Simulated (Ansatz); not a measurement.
# Cl₃GeHO: a ladder of functionals and wavefunction methods

How much do the methods differ for Cl₃GeHO? The plan is to run it at one geometry with functionals of several rungs and with coupled cluster. The yardstick is the atomisation energy at the CCSD(T) limit.

Method: functionals in def2-TZVPP, the program's frozen cores in correlated methods; program: Ansatz 0.2.0, Gaussian basis.

Plan: LDA (SPW92), PBE-D4, revPBE-D4, BLYP-D4, r2SCAN-D4, B97M-V, PBE0-D4, B3LYP-D4, r2SCANh-D4, r2SCAN0-D4, HSE06-D4, BHLYP-D4, CAM-B3LYP-D4, LC-ωPBE, ωB97X-V, ωB97M-V, B2PLYP, PBE-QIDH; CCSD(T)/def2-SVP; CCSD(T)/def2-TZVPP; MP2/def2-QZVPP; extrapolation to the limit; RPA on PBE.

**1. The geometry**

All runs share one geometry, relaxed beforehand with PBE0-D4 in a triple-zeta def2 set.

SMILES `[OH][Ge]([Cl])([Cl])[Cl]`, 6 atoms, charge 0, spin multiplicity 1.

Atoms are counted from 1 here; the program's logs count them from 0.

Bond lengths: O1–Ge2 1.746 Å, O1–H6 0.962 Å, Ge2–Cl3 2.124 Å, Ge2–Cl4 2.124 Å, Ge2–Cl5 2.108 Å. Angles: Ge2–O1–H6 112.9°, O1–Ge2–Cl3 110.9°, O1–Ge2–Cl4 110.9°, O1–Ge2–Cl5 106.2°, Cl3–Ge2–Cl4 108.1°, Cl3–Ge2–Cl5 110.4°, Cl4–Ge2–Cl5 110.4°.

Coordinates:

```mol
Cl3GeHO
  3D, bonds by distance, orders not assigned

  6  5  0  0  0  0  0  0  0  0999 V2000
   -0.9553    0.5263    0.9489 O   0  0
    0.2194    0.0420   -0.2490 Ge  0  0
    1.8827   -0.9138    0.6634 Cl  0  0
   -0.6349   -1.3130   -1.6442 Cl  0  0
    0.8298    1.8100   -1.2211 Cl  0  0
   -1.2997   -0.2155    1.4559 H   0  0
  1  2  8  0
  2  3  8  0
  2  4  8  0
  2  5  8  0
  1  6  8  0
M  END
```

**2. LDA**

This LDA is Slater exchange with PW92 correlation.

The input, in.yaml:

```yaml
crystal:
  periodic: [false, false, false]
  atoms:
    - {symbol: O, position_ang: [-0.955284, 0.526339, 0.948905]}
    - {symbol: Ge, position_ang: [0.219384, 0.042038, -0.249001]}
    - {symbol: Cl, position_ang: [1.882665, -0.913843, 0.663393]}
    - {symbol: Cl, position_ang: [-0.634881, -1.313008, -1.644224]}
    - {symbol: Cl, position_ang: [0.829801, 1.810021, -1.221072]}
    - {symbol: H, position_ang: [-1.299683, -0.215548, 1.455900]}
basis:
  gaussian: {orbitals: def2-TZVPP}
hamiltonian: {xc: lda}
output: {orbitals: {seedname: orbitals}}
```

Command:

```bash
$ ansatz run in.yaml --threads 4 --pin off --events-out ev --progress --plain --max-ram 10444MiB
```

After this run come: PBE-D4 (GGA); revPBE-D4 (GGA); BLYP-D4 (GGA); r2SCAN-D4 (meta-GGA); B97M-V (meta-GGA); B3LYP-D4 (hybrid); r2SCANh-D4 (hybrid); r2SCAN0-D4 (hybrid); HSE06-D4 (hybrid); BHLYP-D4 (hybrid); CAM-B3LYP-D4 (range-separated); LC-ωPBE (range-separated); ωB97X-V (range-separated); ωB97M-V (range-separated); B2PLYP (double hybrid); PBE-QIDH (double hybrid); CCSD(T) in def2-SVP; CCSD(T) in def2-TZVPP; MP2 in def2-QZVPP; RPA on PBE orbitals.

Q: Predict the results of all the runs planned. Wanted: atomisation energy, CCSD(T)/CBS; farthest beyond LDA; mean size of error, GGA; mean size of error, meta-GGA; mean size of error, hybrid; mean size of error, range-separated; mean size of error, double hybrid; gap, smallest and largest; T1 diagnostic.

As calculated:

| quantity | value |
| --- | --- |
| atomisation energy, CCSD(T)/CBS | 19.722 eV |
| functionals within 0.197 eV (1.0 %) | r2SCAN-D4, PBE0-D4, r2SCANh-D4, HSE06-D4, ωB97X-V, ωB97M-V, PBE-QIDH |
| farthest beyond LDA | BHLYP-D4 (-1.272 eV) |
| mean size of error, GGA | 0.413 eV |
| mean size of error, meta-GGA | 0.199 eV |
| mean size of error, hybrid | 0.452 eV |
| mean size of error, range-separated | 0.256 eV |
| mean size of error, double hybrid | 0.345 eV |
| gap, smallest and largest | 5.16 eV (LDA (SPW92)), 13.02 eV (LC-ωPBE) |
| T1 diagnostic | 0.0101 |
| triples share of the correlation energy | 4.0 % |

What this shows: LDA overbinds by 3.406 eV (17 %). PBE-D4 is off by +0.341 eV. Double hybrids carry the basis error of their MP2 part in triple zeta, and no dispersion term here, so their miss is partly the set-up's. Taken by rung, meta-GGA functionals do best (0.199 eV on average) and hybrid ones worst beyond LDA (0.452 eV). The gap between the best rungs is small, so their order is not settled. The mean of the hybrids holds BHLYP, with half exact exchange. Misses under about 0.197 eV are within the doubt on the reference itself, which lacks core-valence correlation, relativity and higher excitations, and its outer-core shells are covered unevenly. Hartree-Fock recovers 68 % of the binding; the rest is correlation. CCSD(T) in def2-SVP is off by -1.968 eV, so the small basis spoils what the method gains. Orbital gaps span 5.2 to 13.0 eV; exact exchange widens them. Correlated methods include outer-core shells of Ge, which these sets cover unevenly.
